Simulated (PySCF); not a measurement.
# C6H3F: the cost of one run

Computed with PySCF 2.14.0, with density-fitted response routines of our own, on a single molecule in the gas phase. Atoms are numbered from 0 throughout.

## Step 1: The molecule as given

10 atoms, charge 0, multiplicity 1; geometry from: GFN2-xTB. The atoms were then displaced at random by about 0.01 Å, so the start is not that level's minimum.

Bonds of the start (Å): C0–C1 1.23, C1–C2 1.42, C2–C3 1.31, C3–F4 1.34, C3–C5 1.45, C5–C6 1.19, C0–H7 1.04, C2–H8 1.05, C6–H9 1.06.

## Step 2: Geometry optimisation at PBE0-D3(BJ)/def2-SVP

Job settings and geometry (Å):

```
{"job": {"xc": "PBE0", "basis": "def2-SVP", "d3": "d3bj", "grid": 1, "shake": 0.01, "kind": "geom"}, "charge": 0, "multiplicity": 1}
C      3.029240     0.266710     0.029730
C      1.846280     0.228830    -0.296920
C      0.479030     0.157840    -0.669030
C     -0.454910    -0.136100     0.194910
F     -0.226410    -0.394710     1.489240
C     -1.854650    -0.211770    -0.158220
C     -3.010980    -0.291880    -0.419960
H      4.035410     0.350110     0.293410
H      0.247550     0.359420    -1.674180
H     -4.040120    -0.349400    -0.662880
```

Launch:

```
> OMP_NUM_THREADS=1 python probes_run.py task.json out
```

One launch serves the whole session: the jobs run in the order shown.

Q: Estimate the wall time and peak memory of this first job on 1 thread of Intel Xeon Platinum 8259CL at 2.50GHz, shared host.

About 47 s, with a peak of 0.46 GiB.
